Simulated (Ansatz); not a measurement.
Predict the output of the script below (the Ansatz DFT code, driven from Python).

Script `plan.py`:
```python
import warnings

import ansatz


def main() -> None:
    warnings.simplefilter('ignore', ansatz.DeckWarning)

    lattice = ansatz.Lattice.of(
        (5.74507, 0.0, 0.0),
        (0.0, 5.74507, 0.0),
        (0.0, 0.0, 5.42138),
    )
    sites = [
        ('Eu', (0.0, 0.0, 0.0)),
        ('Eu', (0.5, 0.5, 0.0)),
        ('P', (0.0, 0.5, 0.7211)),
        ('P', (0.5, 0.0, 0.2789)),
        ('Pt', (0.0, 0.5, 0.1451)),
        ('Pt', (0.5, 0.0, 0.8549)),
        ('Pt', (0.25, 0.25, 0.5)),
        ('Pt', (0.25, 0.75, 0.5)),
        ('Pt', (0.75, 0.75, 0.5)),
        ('Pt', (0.75, 0.25, 0.5)),
    ]
    cell = ansatz.Crystal(lattice=lattice)
    for symbol, position in sites:
        cell = cell.atom(symbol, position)
    cell = cell.moments(Eu=7)

    setup = cell.calculation()
    setup = setup.functional('r2SCAN')
    setup = setup.basis(500).kpoints(spacing=0.29)
    setup = setup.occupations(ansatz.OccupationsMethod.FERMI_DIRAC, width=10 * ansatz.meV)
    setup = setup.spin('collinear').scf(tolerance=1e-08, lower_state_search='off')
    session = setup.session()
    print('features:', ', '.join(session.active_features))
    print('SCF threshold (eV):', session.dr2_threshold)
    planned = session.plan(dry_run=True)
    told = planned.describe()
    for name in ('ecut_ev', 'ecutrho_ev', 'n_bands', 'nominal_top_band', 'n_pw_range', 'fft_dense', 'fft_smooth', 'n_sym_ops', 'cell_volume_ang3'):
        print(f'{name:18s} {told[name]}')
    print('irreducible k-points and weights')
    for k, weight in zip(told.kpoints_frac, told.kweights):
        print(f'  {k[0]:8.4f} {k[1]:8.4f} {k[2]:8.4f}  {weight:.5f}')


if __name__ == '__main__':
    main()
```

`python plan.py` gives:
```text
features: FinerXcGrid, AnyPaw, Paw, Mgga, R2scan, FractionalOccupations, CollinearSpin
SCF threshold (eV): 1e-08
ecut_ev            500.0
ecutrho_ev         2000.0
n_bands            100
nominal_top_band   76
n_pw_range         [4508, 4564]
fft_dense          [45, 45, 40]
fft_smooth         [45, 45, 40]
n_sym_ops          16
cell_volume_ang3   178.9371428769988
irreducible k-points and weights
    0.0000   0.0000   0.0000  0.01562
    0.0000   0.0000   0.2500  0.03125
    0.0000   0.0000  -0.5000  0.01562
    0.0000   0.2500   0.0000  0.06250
    0.0000   0.2500   0.2500  0.12500
    0.0000   0.2500  -0.5000  0.06250
    0.0000  -0.5000   0.0000  0.03125
    0.0000  -0.5000   0.2500  0.06250
    0.0000  -0.5000  -0.5000  0.03125
    0.2500   0.2500   0.0000  0.06250
    0.2500   0.2500   0.2500  0.12500
    0.2500   0.2500  -0.5000  0.06250
    0.2500  -0.5000   0.0000  0.06250
    0.2500  -0.5000   0.2500  0.12500
    0.2500  -0.5000  -0.5000  0.06250
   -0.5000  -0.5000   0.0000  0.01562
   -0.5000  -0.5000   0.2500  0.03125
   -0.5000  -0.5000  -0.5000  0.01562
```
